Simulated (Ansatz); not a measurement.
# [CSO3F3]− (trifluoromethanesulfonate): CCSD(T)/def2-SVP

What is the vertical singlet–triplet gap of [CSO3F3]− (trifluoromethanesulfonate) at CCSD(T)/def2-SVP? 

Program for the calculation: Ansatz 0.2.0.

2 further runs of the same task are left out: 2 set aside as unsound or not needed.

### Step 1. Starting point

[CSO3F3]−: 8 atoms, total charge -1, spin state singlet. SMILES: `[O-]S(=O)(=O)C(F)(F)F`. The shape is that of a PBE0-D4/def2-TZVPD optimisation.

Bond lengths: O1–S2 1.447 Å, S2–O3 1.447 Å, S2–O4 1.447 Å, S2–C5 1.853 Å, C5–F6 1.341 Å, C5–F7 1.341 Å, C5–F8 1.341 Å. Some angles: O1–S2–O3 115.5°, O1–S2–O4 115.5°, O1–S2–C5 102.4°, O3–S2–O4 115.5°, O3–S2–C5 102.4°, O4–S2–C5 102.4°, S2–C5–F6 111.9°, S2–C5–F7 111.9°, S2–C5–F8 111.9°, F6–C5–F7 106.9°.

### Step 2. A single-point energy at CCSD(T)/def2-SVP

Contents of input.yaml:

```yaml
crystal:
  periodic: [false, false, false]
  atoms:
    - {symbol: O, position_ang: [-0.452120, -1.793850, 0.534600]}
    - {symbol: S, position_ang: [0.514500, -0.855220, 0.007850]}
    - {symbol: O, position_ang: [1.622110, -0.542800, 0.884460]}
    - {symbol: O, position_ang: [0.853150, -1.026290, -1.388190]}
    - {symbol: C, position_ang: [-0.440870, 0.732840, -0.006730]}
    - {symbol: F, position_ang: [-0.854330, 1.079580, 1.221330]}
    - {symbol: F, position_ang: [0.292430, 1.753940, -0.474640]}
    - {symbol: F, position_ang: [-1.534870, 0.651830, -0.778680]}
basis:
  gaussian:
    orbitals: def2-SVP
total_charge: -1
correlation:
  method: ccsd_t
  frozen_orbitals: {C: 1, F: 1, O: 1, S: 5}
accuracy: high
scf:
  omitted_lower_state_checks: [cluster_reference, increment]
```

Started as:

```
$ ansatz run input.yaml --threads 1 --pin off --max-ram 3480MiB --events-out events.jsonl --progress --plain --runs-dir runs
```

The program printed:

```text
Warning: RAYON_NUM_THREADS=1 ignored (pool sized by the plan → 1); use --threads N
Functional definition: HF
  name "HF"
  exchange = exact_x
  correlation = 0
these checks for a lower state are left out or cut short: cluster_reference, increment
2515 factors; integrals over basis functions are off by at most 3.9e-9 eV
mean field evaluation 1: about -26049.7470 eV, gradient 7.4e1 eV
mean field evaluation 2: about -26049.9988 eV, gradient 7.4e1 eV
mean field evaluation 4: about -26060.1128 eV, gradient 4.9e0 eV
mean field evaluation 8: about -26060.1882 eV, gradient 2.3e-1 eV
mean field evaluation 16: about -26060.1884 eV, gradient 1.0e-8 eV
mean field -26060.18839820 eV, -957.6942594037 hartree, gradient 2.4e-8 eV, S^2 0.000000; 0 other end points of the search recorded, 0 dependent functions left out
12 core orbitals not correlated: weight in the atoms' cores, before any rotation towards them, 1.000 or more for the frozen orbitals, at most 0.000 for the correlated occupied ones
reference -26060.18839820 eV, -957.6942594037 hartree; 25, 25 occupied and 79, 79 virtual orbitals, 2515 factors
second order -37.11542581 eV of doubles, -0.00000000 eV of singles
cycle   1  -36.33712460 eV  change    7.8e-1 eV  update   1.5e-1
cycle   2  -37.18081112 eV  change   -8.4e-1 eV  update   4.4e-2
cycle   3  -37.39485682 eV  change   -2.1e-1 eV  update   2.1e-2
cycle   4  -37.37895184 eV  change    1.6e-2 eV  update   4.7e-3
cycle   5  -37.37378062 eV  change    5.2e-3 eV  update   2.1e-3
cycle   6  -37.37490077 eV  change   -1.1e-3 eV  update   6.1e-4
cycle   7  -37.37465065 eV  change    2.5e-4 eV  update   2.0e-4
cycle   8  -37.37444686 eV  change    2.0e-4 eV  update   5.6e-5
cycle   9  -37.37445397 eV  change   -7.1e-6 eV  update   1.8e-5
cycle  10  -37.37447765 eV  change   -2.4e-5 eV  update   6.4e-6
cycle  11  -37.37447024 eV  change    7.4e-6 eV  update   2.1e-6
cycle  12  -37.37447314 eV  change   -2.9e-6 eV  update   7.3e-7
cycle  13  -37.37447388 eV  change   -7.4e-7 eV  update   2.4e-7
cycle  14  -37.37447406 eV  change   -1.8e-7 eV  update   9.5e-8
cycle  15  -37.37447415 eV  change   -9.6e-8 eV  update   4.3e-8
cycle  16  -37.37447385 eV  change    3.0e-7 eV  update   1.4e-7
cycle  17  -37.37447386 eV  change   -4.4e-9 eV  update   2.9e-8
cycle  18  -37.37447385 eV  change    7.6e-9 eV  update   7.8e-9
cycle  19  -37.37447385 eV  change   7.7e-10 eV  update   3.2e-9
perturbative correction -0.93192527 eV, -0.0342476220 hartree
Total energy: -26098.49479732 eV, -959.1019936064 hartree
Checks for a lower state left out: cluster_reference, increment
```

Run time: 2 min. Hardware: 1 thread of Arm Neoverse V2, shared host; peak memory 1.2 GiB.

### Step 3. The triplet, same level

Contents of in.yaml:

```yaml
crystal:
  periodic: [false, false, false]
  atoms:
    - {symbol: O, position_ang: [-0.452120, -1.793850, 0.534600]}
    - {symbol: S, position_ang: [0.514500, -0.855220, 0.007850]}
    - {symbol: O, position_ang: [1.622110, -0.542800, 0.884460]}
    - {symbol: O, position_ang: [0.853150, -1.026290, -1.388190]}
    - {symbol: C, position_ang: [-0.440870, 0.732840, -0.006730]}
    - {symbol: F, position_ang: [-0.854330, 1.079580, 1.221330]}
    - {symbol: F, position_ang: [0.292430, 1.753940, -0.474640]}
    - {symbol: F, position_ang: [-1.534870, 0.651830, -0.778680]}
basis:
  gaussian: {orbitals: def2-SVP}
total_charge: -1
magnetization: {spin_polarized: true, initial_magnetization: 2}
correlation: {method: ccsd_t, frozen_orbitals: {C: 1, F: 1, O: 1, S: 5}}
accuracy: high
scf: {omitted_lower_state_checks: [cluster_reference, increment]}
```

Started as:

```
$ ansatz run in.yaml --threads 1 --pin off --max-ram 3480MiB --events-out events.jsonl --progress --plain --runs-dir runs
```

The program printed:

```text
Warning: RAYON_NUM_THREADS=1 ignored (pool sized by the plan → 1); use --threads N
[... 4 set-up lines as earlier in the session ...]
these checks for a lower state are left out or cut short: cluster_reference, increment
2515 factors; integrals over basis functions are off by at most 3.9e-9 eV
mean field evaluation 1: about -26034.6209 eV, gradient 5.7e1 eV
mean field evaluation 2: about -26034.9531 eV, gradient 5.7e1 eV
mean field evaluation 4: about -26049.3198 eV, gradient 4.9e0 eV
mean field evaluation 8: about -26049.7682 eV, gradient 9.1e-1 eV
mean field evaluation 16: about -26050.3764 eV, gradient 2.7e-1 eV
mean field evaluation 32: about -26051.0309 eV, gradient 6.1e-7 eV
mean field evaluation 64: about -26051.0303 eV, gradient 3.5e-1 eV
mean field evaluation 96: about -26050.9939 eV, gradient 1.7e-1 eV
mean field evaluation 128: about -26050.3391 eV, gradient 2.5e0 eV
mean field evaluation 160: about -26051.1620 eV, gradient 6.9e-1 eV
mean field evaluation 192: about -26039.0531 eV, gradient 5.1e1 eV
mean field evaluation 224: about -26050.4059 eV, gradient 1.0e0 eV
mean field evaluation 256: about -26043.0390 eV, gradient 3.0e1 eV
mean field evaluation 288: about -26051.1076 eV, gradient 2.1e0 eV
mean field evaluation 320: about -26050.3229 eV, gradient 1.2e0 eV
mean field evaluation 352: about -26050.9536 eV, gradient 1.3e-1 eV
mean field evaluation 384: about -26051.3375 eV, gradient 1.0e-1 eV
mean field evaluation 416: about -26048.5926 eV, gradient 4.7e0 eV
mean field evaluation 448: about -26051.0310 eV, gradient 1.3e-3 eV
mean field evaluation 480: about -26049.7152 eV, gradient 1.3e0 eV
mean field evaluation 512: about -26049.7508 eV, gradient 1.4e0 eV
mean field -26051.33759255 eV, -957.3689982953 hartree, gradient 1.9e-8 eV, S^2 2.036427; 30 other end points of the search recorded, 0 dependent functions left out
12 core orbitals not correlated: weight in the atoms' cores, before any rotation towards them, 1.000 or more for the frozen orbitals, at most 0.000 for the correlated occupied ones
reference -26051.33759255 eV, -957.3689982953 hartree; 26, 24 occupied and 78, 80 virtual orbitals, 2515 factors
second order -36.33344666 eV of doubles, -0.00000000 eV of singles
cycle   1  -35.75176417 eV  change    5.8e-1 eV  update   1.8e-1
cycle   2  -36.73782774 eV  change   -9.9e-1 eV  update   6.1e-2
cycle   3  -37.00372988 eV  change   -2.7e-1 eV  update   6.3e-2
cycle   4  -37.12236991 eV  change   -1.2e-1 eV  update   4.6e-2
cycle   5  -37.18464808 eV  change   -6.2e-2 eV  update   3.5e-2
cycle   6  -37.25649431 eV  change   -7.2e-2 eV  update   1.9e-2
cycle   7  -37.27409228 eV  change   -1.8e-2 eV  update   1.1e-2
cycle   8  -37.29908580 eV  change   -2.5e-2 eV  update   6.8e-3
cycle   9  -37.29652287 eV  change    2.6e-3 eV  update   5.0e-3
cycle  10  -37.29791895 eV  change   -1.4e-3 eV  update   3.7e-3
cycle  11  -37.29910991 eV  change   -1.2e-3 eV  update   2.9e-3
cycle  12  -37.30264123 eV  change   -3.5e-3 eV  update   2.1e-3
cycle  13  -37.30059908 eV  change    2.0e-3 eV  update   1.4e-3
cycle  14  -37.30232955 eV  change   -1.7e-3 eV  update   8.7e-4
cycle  15  -37.30129420 eV  change    1.0e-3 eV  update   6.2e-4
cycle  16  -37.30133436 eV  change   -4.0e-5 eV  update   5.7e-4
cycle  17  -37.30162498 eV  change   -2.9e-4 eV  update   4.6e-4
cycle  18  -37.30230923 eV  change   -6.8e-4 eV  update   3.2e-4
cycle  19  -37.30260515 eV  change   -3.0e-4 eV  update   1.4e-4
cycle  20  -37.30256322 eV  change    4.2e-5 eV  update   6.0e-5
cycle  21  -37.30251931 eV  change    4.4e-5 eV  update   2.7e-5
cycle  22  -37.30251892 eV  change    3.9e-7 eV  update   2.0e-5
cycle  23  -37.30252256 eV  change   -3.6e-6 eV  update   1.1e-5
cycle  24  -37.30253288 eV  change   -1.0e-5 eV  update   9.8e-6
cycle  25  -37.30254335 eV  change   -1.0e-5 eV  update   7.1e-6
cycle  26  -37.30253735 eV  change    6.0e-6 eV  update   5.0e-6
cycle  27  -37.30253518 eV  change    2.2e-6 eV  update   3.7e-6
cycle  28  -37.30253312 eV  change    2.1e-6 eV  update   2.5e-6
cycle  29  -37.30253345 eV  change   -3.2e-7 eV  update   2.1e-6
cycle  30  -37.30253353 eV  change   -8.3e-8 eV  update   1.5e-6
cycle  31  -37.30253288 eV  change    6.5e-7 eV  update   1.1e-6
cycle  32  -37.30253130 eV  change    1.6e-6 eV  update   6.3e-7
cycle  33  -37.30253039 eV  change    9.1e-7 eV  update   3.9e-7
cycle  34  -37.30253027 eV  change    1.2e-7 eV  update   1.7e-7
cycle  35  -37.30253023 eV  change    4.1e-8 eV  update   9.2e-8
cycle  36  -37.30252998 eV  change    2.5e-7 eV  update   1.4e-7
cycle  37  -37.30253002 eV  change   -4.6e-8 eV  update   4.3e-8
cycle  38  -37.30253000 eV  change    2.7e-8 eV  update   2.4e-8
cycle  39  -37.30253000 eV  change   -1.4e-9 eV  update   1.6e-8
cycle  40  -37.30252999 eV  change    4.3e-9 eV  update   1.1e-8
cycle  41  -37.30252999 eV  change   2.5e-10 eV  update   8.6e-9
cycle  42  -37.30253000 eV  change   -1.4e-9 eV  update   6.1e-9
perturbative correction -1.05287275 eV, -0.0386923599 hartree
Total energy: -26089.69299529 eV, -958.7785333480 hartree
Checks for a lower state left out: cluster_reference, increment
```

Run time: 16 min. Hardware: 1 thread of Arm Neoverse V2, shared host; peak memory 3 GiB.

### Step 4. What came out

Level: CCSD(T)/def2-SVP, 12 core orbitals frozen.

| quantity | value |
| --- | --- |
| singlet: total energy | -959.10199 Eh |
| singlet: correlation energy (12 core orbitals frozen) | -1407.7 mEh |
| singlet: (T) correction | -34.25 mEh |
| singlet: T1 diagnostic | 0.014 |
| triplet: total energy | -958.77853 Eh |
| triplet: correlation energy (12 core orbitals frozen) | -1409.5 mEh |
| triplet: (T) correction | -38.69 mEh |
| triplet: ⟨S²⟩ of the reference determinant | 2.036 |
| triplet: T1 diagnostic | 0.054 |
| vertical energy of the triplet above the singlet | 8.802 eV |

What this shows: At this shape the triplet lies 8.80 eV (203 kcal/mol) above the singlet. For an anion a state so high probably lies above electron detachment. The triples (singlet) make up 2.4 % of the correlation energy. The T1 diagnostic (triplet) of 0.054 is above the customary mark for such species, so a single reference may not serve. The triples (triplet) make up 2.7 % of the correlation energy.
